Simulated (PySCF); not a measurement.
**[WO2(H2O)2]2+: how settings move a single point**

Which settings matter for [WO2(H2O)2]2+? Each run alters one on purpose. The species was built from a template and needn't be a known compound.

Program: PySCF 2.14.0. Level of theory: r2SCAN, W def2-SVP with ECP60, O def2-SVP, H def2-SVP; scalar-relativistic core potentials, no spin–orbit coupling. These are calculated values, not measurements.

4 further runs of the same task are left out: 2 for a known fault of the program, 1 that didn't finish, 1 set aside as unsound or not needed.

### 1 The system as given

9 atoms, charge 2, spin multiplicity 1.

Bond lengths: W1–O2 1.673 Å, W1–O3 1.673 Å, W1–O4 2.071 Å, W1–O7 2.071 Å, O4–H5 0.988 Å, O4–H6 0.989 Å, O7–H8 0.988 Å, O7–H9 0.989 Å. Angles: O2–W1–O3 104.1°, O2–W1–O4 102.4°, O2–W1–O7 102.5°, O3–W1–O4 102.5°, O3–W1–O7 102.4°, O4–W1–O7 139.0°, W1–O4–H5 125.7°, W1–O4–H6 125.6°, H5–O4–H6 107.1°, W1–O7–H8 125.7°, W1–O7–H9 125.6°, H8–O7–H9 107.1°.

Coordinates:

```xyz
9
charge 2, multiplicity 1
W     0.0000    0.0000   -0.3829
O     0.9143    0.9514    0.6455
O    -0.9143   -0.9514    0.6455
O     1.4004   -1.3431   -1.1078
H     1.2663   -2.3165   -1.2121
H     2.3705   -1.1726   -1.1930
O    -1.4004    1.3431   -1.1078
H    -1.2663    2.3165   -1.2121
H    -2.3705    1.1726   -1.1930
```

Formal oxidation states: W +6. An earlier session relaxed this geometry at r2SCAN, W def2-SVP with ECP60, O def2-SVP, H def2-SVP (singlet, point group C2v).

The sound run used a (50, 194) grid (finer on f atoms), a threshold of 1e-8 and at most 55 cycles, and ended at -369.443254 Eh.

### 2 Altered run 1

Contents of run.py (the lines that set the calculation):

```python
mol = gto.M(atom='''
W      0.00000     0.00000    -0.42880
O      1.02400     1.06558     0.72298
O     -1.02400    -1.06558     0.72298
O      1.56840    -1.50431    -1.24076
H      1.41825    -2.59450    -1.35753
H      2.65496    -1.31326    -1.33618
O     -1.56840     1.50431    -1.24076
H     -1.41825     2.59450    -1.35753
H     -2.65496     1.31326    -1.33618''',
    basis={'W': 'def2-SVP', 'O': 'def2-SVP', 'H': 'def2-SVP'},
    ecp={'W': 'def2-SVP'},
    charge=2, spin=0)
mf = dft.RKS(mol, xc='R2SCAN')
mf.grids.atom_grid = (50, 194)
mf = mf.density_fit()  # fitting sets: W def2-universal-JKFIT, O def2-universal-JKFIT, H def2-universal-JKFIT
mf.conv_tol = 1e-08; mf.max_cycle = 55
mf.kernel(dm0)  # dm0: free metal ions and neutral atoms
```

The run is started by

```sh
$ OMP_NUM_THREADS=2 python run.py
```

What it wrote:

```text
init E= -368.517909574352
  HOMO = -0.829416255403202  LUMO = -0.713881544588217  gap/eV = 3.14386
cycle= 1 E= -368.738730312859  delta_E= -0.221  |g|= 1.63  |ddm|=  3.1
  HOMO = -0.526088686313766  LUMO = -0.405978351550556  gap/eV = 3.26837
cycle= 2 E= -355.127810321121  delta_E= 13.6  |g|= 5.72  |ddm|= 7.15
  HOMO = -0.600751701120177  LUMO = -0.453248854153002  gap/eV = 4.01376
cycle= 3 E= -368.4669758552  delta_E= -13.3  |g|= 1.83  |ddm|= 7.26
  HOMO = -0.680895126956205  LUMO = -0.531363456866123  gap/eV = 4.06896
cycle= 4 E= -369.173321526113  delta_E= -0.706  |g|= 0.746  |ddm|= 0.932
  HOMO = -0.685647275911582  LUMO = -0.611577325537905  gap/eV = 2.01555
cycle= 5 E= -369.092622073828  delta_E= 0.0807  |g|= 0.961  |ddm|= 0.813
  HOMO = -0.685831465928029  LUMO = -0.547637348945929  gap/eV = 3.76045
cycle= 6 E= -369.20315034366  delta_E= -0.111  |g|= 0.699  |ddm|= 0.724
  HOMO = -0.694030280323675  LUMO = -0.554946581281318  gap/eV = 3.78466
cycle= 7 E= -369.205371397507  delta_E= -0.00222  |g|= 0.69  |ddm|= 0.0775
  HOMO = -0.700589723215267  LUMO = -0.557136243403617  gap/eV = 3.90357
cycle= 8 E= -369.173750857432  delta_E= 0.0316  |g|= 0.785  |ddm|= 0.0784
  HOMO = -0.70004903807109  LUMO = -0.565734594273705  gap/eV = 3.65488
cycle= 9 E= -369.228612367064  delta_E= -0.0549  |g|= 0.607  |ddm|= 0.128
  HOMO = -0.679950137125644  LUMO = -0.561597718830379  gap/eV = 3.22053
cycle= 10 E= -369.298227526066  delta_E= -0.0696  |g|= 0.196  |ddm|= 0.265
  HOMO = -0.675420717855474  LUMO = -0.563308968266345  gap/eV = 3.05072
cycle= 11 E= -369.305808064256  delta_E= -0.00758  |g|= 0.0371  |ddm|=  0.1
  HOMO = -0.675562731459987  LUMO = -0.56443192376682  gap/eV = 3.02402
cycle= 12 E= -369.306081882842  delta_E= -0.000274  |g|= 0.00433  |ddm|= 0.0202
  HOMO = -0.675475007072158  LUMO = -0.564508513370333  gap/eV = 3.01955
cycle= 13 E= -369.306085761126  delta_E= -3.88e-06  |g|= 0.000167  |ddm|= 0.00278
  HOMO = -0.675471667523734  LUMO = -0.564503733628376  gap/eV = 3.01959
cycle= 14 E= -369.306085764724  delta_E= -3.6e-09  |g|= 0.000107  |ddm|= 0.000153
  HOMO = -0.675476368291061  LUMO = -0.564511607717345  gap/eV = 3.01950
cycle= 15 E= -369.306085754991  delta_E= 9.73e-09  |g|= 0.000238  |ddm|= 0.000209
  HOMO = -0.675480571718474  LUMO = -0.564514768790191  gap/eV = 3.01953
cycle= 16 E= -369.306085767346  delta_E= -1.24e-08  |g|= 1.73e-05  |ddm|= 0.000161
  HOMO = -0.67547940606552  LUMO = -0.564514194123207  gap/eV = 3.01952
cycle= 17 E= -369.306085767403  delta_E= -5.73e-11  |g|= 1.27e-06  |ddm|= 1.01e-05
  HOMO = -0.675479098434401  LUMO = -0.564514282561016  gap/eV = 3.01951
Extra cycle  E= -369.306085767386  delta_E= 1.68e-11  |g|= 9.52e-06  |ddm|= 6.39e-06
converged SCF energy = -369.306085767386
```

It took 9.3 s on 2 threads of Arm Neoverse V1, shared host.

Changed: the scale of all coordinates (1.12). It converges in 17 cycles, +3.733 eV from the sound run, with a largest force component of 8.13 eV/Å. The setting is unsound, so these numbers aren't the compound's.

### 3 Altered run 2

Contents of run.py (the lines that set the calculation):

```python
mol = gto.M(atom='''
W      0.00000     0.00000    -0.38286
O      0.91429     0.95141     0.64552
O     -0.91429    -0.95141     0.64552
O      1.40036    -1.34313    -1.10782
H      1.26629    -2.31652    -1.21208
H      2.37050    -1.17256    -1.19302
O     -1.40036     1.34313    -1.10782
H     -1.26629     2.31652    -1.21208
H     -2.37050     1.17256    -1.19302''',
    basis={'W': 'def2-SVP', 'O': 'def2-SVP', 'H': 'def2-SVP'},
    ecp={'W': 'def2-SVP'},
    charge=2, spin=0)
mf = dft.RKS(mol, xc='R2SCAN')
mf.grids.atom_grid = (50, 194)
mf = mf.density_fit()  # fitting sets: W def2-universal-JKFIT, O def2-universal-JKFIT, H def2-universal-JKFIT
mf.conv_tol = 1e-08; mf.max_cycle = 55
mf.kernel(dm0)  # dm0: smeared density
```

The run is started by

```sh
$ OMP_NUM_THREADS=2 python run.py
```

What it wrote:

```text
init E= -369.401369067844
  HOMO = -0.699505635808908  LUMO = -0.518964281651705  gap/eV = 4.91278
cycle= 1 E= -369.441336407943  delta_E= -0.04  |g|= 0.098  |ddm|= 0.155
  HOMO = -0.680361856223488  LUMO = -0.525461131125917  gap/eV = 4.21506
cycle= 2 E= -369.395468123471  delta_E= 0.0459  |g|= 0.501  |ddm|= 0.38
  HOMO = -0.695541307504101  LUMO = -0.520968604054092  gap/eV = 4.75037
cycle= 3 E= -369.443235015663  delta_E= -0.0478  |g|= 0.00949  |ddm|= 0.31
  HOMO = -0.694941362497818  LUMO = -0.520083473046962  gap/eV = 4.75813
cycle= 4 E= -369.443249468374  delta_E= -1.45e-05  |g|= 0.00494  |ddm|= 0.00881
  HOMO = -0.695084498188088  LUMO = -0.520077038144644  gap/eV = 4.76220
cycle= 5 E= -369.443254092253  delta_E= -4.62e-06  |g|= 0.000582  |ddm|= 0.00312
  HOMO = -0.6951889288088  LUMO = -0.52017796239356  gap/eV = 4.76229
cycle= 6 E= -369.443254158834  delta_E= -6.66e-08  |g|= 6.39e-05  |ddm|= 0.000528
  HOMO = -0.695179360634754  LUMO = -0.520165935818431  gap/eV = 4.76236
cycle= 7 E= -369.443254159575  delta_E= -7.41e-10  |g|= 2.3e-05  |ddm|= 6.95e-05
  HOMO = -0.695179769859475  LUMO = -0.520170128350706  gap/eV = 4.76225
Extra cycle  E= -369.443254158342  delta_E= 1.23e-09  |g|= 8.24e-05  |ddm|= 7.01e-05
converged SCF energy = -369.443254158342
```

Wall time 6.3 s (2 threads of Arm Neoverse V1, shared host).

Changed: the starting guess (smeared density). It converges in 7 cycles, at the sound run's energy within 0.001 eV, with a largest force component of 0.02 eV/Å. The result survives the change.

### 4 Altered run 3

run.py (the lines that set the calculation), as its differences from that of step 3:

```diff
@@ -16,3 +16,3 @@
 mf = mf.density_fit()  # fitting sets: W def2-universal-JKFIT, O def2-universal-JKFIT, H def2-universal-JKFIT
-mf.conv_tol = 1e-08; mf.max_cycle = 55
-mf.kernel(dm0)  # dm0: smeared density
+mf.conv_tol = 0.0001; mf.max_cycle = 55
+mf.kernel(dm0)  # dm0: free metal ions and neutral atoms
```

The run is started by

```sh
$ OMP_NUM_THREADS=2 python run.py
```

What it wrote:

```text
init E= -368.961745547785
  HOMO = -0.904955600749973  LUMO = -0.698139852874493  gap/eV = 5.62774
cycle= 1 E= -368.90140399941  delta_E= 0.0603  |g|= 1.66  |ddm|= 3.37
  HOMO = -0.445942056055443  LUMO = -0.402637703800439  gap/eV = 1.17837
cycle= 2 E= -358.547938077817  delta_E= 10.4  |g|= 5.88  |ddm|= 6.58
  HOMO = -0.653376760545323  LUMO = -0.438711723943144  gap/eV = 5.84133
cycle= 3 E= -369.043115381592  delta_E= -10.5  |g|= 1.37  |ddm|= 6.46
  HOMO = -0.705012383033939  LUMO = -0.519213443478865  gap/eV = 5.05585
cycle= 4 E= -369.424202411158  delta_E= -0.381  |g|= 0.311  |ddm|= 0.987
  HOMO = -0.722649429958114  LUMO = -0.546670881315032  gap/eV = 4.78862
cycle= 5 E= -369.434059840654  delta_E= -0.00986  |g|= 0.202  |ddm|= 0.341
  HOMO = -0.693198640816654  LUMO = -0.517394094762398  gap/eV = 4.78389
cycle= 6 E= -369.443047056625  delta_E= -0.00899  |g|= 0.032  |ddm|= 0.194
  HOMO = -0.695493227825917  LUMO = -0.520142140860528  gap/eV = 4.77155
cycle= 7 E= -369.443239697722  delta_E= -0.000193  |g|= 0.00884  |ddm|= 0.0257
  HOMO = -0.695503746367109  LUMO = -0.520262266713317  gap/eV = 4.76856
cycle= 8 E= -369.443248031374  delta_E= -8.33e-06  |g|= 0.00555  |ddm|= 0.00378
  HOMO = -0.694181772454886  LUMO = -0.520287295926806  gap/eV = 4.73191
Extra cycle  E= -369.44311669555  delta_E= 0.000131  |g|= 0.0266  |ddm|= 0.0205
converged SCF energy = -369.44311669555
```

Run time: 6.6 s. Hardware: 2 threads of Arm Neoverse V1, shared host.

Changed: the SCF threshold (0.0001). It converges in 8 cycles, +0.004 eV from the sound run, with a largest force component of 0.04 eV/Å. The result survives the change.

### 5 Altered run 4

run.py (the lines that set the calculation), as its differences from that of step 4:

```diff
@@ -14,5 +14,5 @@
 mf = dft.RKS(mol, xc='R2SCAN')
-mf.grids.atom_grid = (50, 194)
+mf.grids.atom_grid = (10, 14)
 mf = mf.density_fit()  # fitting sets: W def2-universal-JKFIT, O def2-universal-JKFIT, H def2-universal-JKFIT
-mf.conv_tol = 0.0001; mf.max_cycle = 55
+mf.conv_tol = 1e-08; mf.max_cycle = 55
 mf.kernel(dm0)  # dm0: free metal ions and neutral atoms
```

The run is started by

```sh
$ OMP_NUM_THREADS=2 python run.py
```

What it wrote:

```text
init E= -369.451233537245
  HOMO = -0.919150012152211  LUMO = -0.725591857435649  gap/eV = 5.26699
cycle= 1 E= -369.405220018475  delta_E= 0.046  |g|= 1.95  |ddm|= 3.42
  HOMO = -0.48175867552948  LUMO = -0.385624913755586  gap/eV = 2.61593
cycle= 2 E= -357.845667430845  delta_E= 11.6  |g|= 6.11  |ddm|=  7.9
  HOMO = -0.629398148390702  LUMO = -0.428953898746782  gap/eV = 5.45437
cycle= 3 E= -369.642422702263  delta_E= -11.8  |g|=  1.5  |ddm|= 7.73
  HOMO = -0.65983909200758  LUMO = -0.540174116733371  gap/eV = 3.25625
cycle= 4 E= -370.112672630318  delta_E= -0.47  |g|= 0.484  |ddm|= 1.33
  HOMO = -0.683498991963457  LUMO = -0.567459733666338  gap/eV = 3.15759
cycle= 5 E= -370.145403236532  delta_E= -0.0327  |g|= 0.221  |ddm|= 0.444
  HOMO = -0.656739369098322  LUMO = -0.544931103391002  gap/eV = 3.04246
cycle= 6 E= -370.153686170473  delta_E= -0.00828  |g|= 0.128  |ddm|= 0.215
  HOMO = -0.664121387868633  LUMO = -0.551488867381037  gap/eV = 3.06489
cycle= 7 E= -370.155987624862  delta_E= -0.0023  |g|= 0.0806  |ddm|= 0.0626
  HOMO = -0.667276323707814  LUMO = -0.553904552036192  gap/eV = 3.08500
cycle= 8 E= -370.157418231511  delta_E= -0.00143  |g|= 0.0138  |ddm|= 0.0661
  HOMO = -0.667641758145301  LUMO = -0.554450938018274  gap/eV = 3.08008
cycle= 9 E= -370.157468956374  delta_E= -5.07e-05  |g|= 0.00125  |ddm|= 0.0193
  HOMO = -0.667770298656325  LUMO = -0.5545414322101  gap/eV = 3.08111
cycle= 10 E= -370.157469408152  delta_E= -4.52e-07  |g|= 0.000417  |ddm|= 0.00184
  HOMO = -0.66776621249452  LUMO = -0.554541041617755  gap/eV = 3.08101
cycle= 11 E= -370.157469450979  delta_E= -4.28e-08  |g|= 0.000144  |ddm|= 0.000448
  HOMO = -0.667754992172167  LUMO = -0.554535199160113  gap/eV = 3.08087
cycle= 12 E= -370.157469456077  delta_E= -5.1e-09  |g|= 1.28e-05  |ddm|= 0.000139
  HOMO = -0.667756386030064  LUMO = -0.554537074338158  gap/eV = 3.08085
Extra cycle  E= -370.157469456122  delta_E= -4.49e-11  |g|= 1.09e-05  |ddm|= 2.18e-05
converged SCF energy = -370.157469456122
```

It took 3.9 s on 2 threads of Arm Neoverse V1, shared host.

Changed: the integration grid, to (10, 14). It converges in 12 cycles, -19.435 eV from the sound run, with a largest force component of 21.28 eV/Å. The setting is unsound, so these numbers aren't the compound's.

### 6 Side by side

| run | changed | ending | energy change (eV) | cycles | time | usable |
| --- | --- | --- | --- | --- | --- | --- |
| 1 | the scale of all coordinates | converged | +3.733 | 17 | 9.3 s | no |
| 2 | the starting guess | converged | 0.000 | 7 | 6.3 s | yes |
| 3 | the SCF threshold | converged | +0.004 | 8 | 6.6 s | yes |
| 4 | the integration grid | converged | -19.435 | 12 | 3.9 s | no |

2 of 4 altered runs give a usable result. 2 ended normally with numbers unfit to quote.
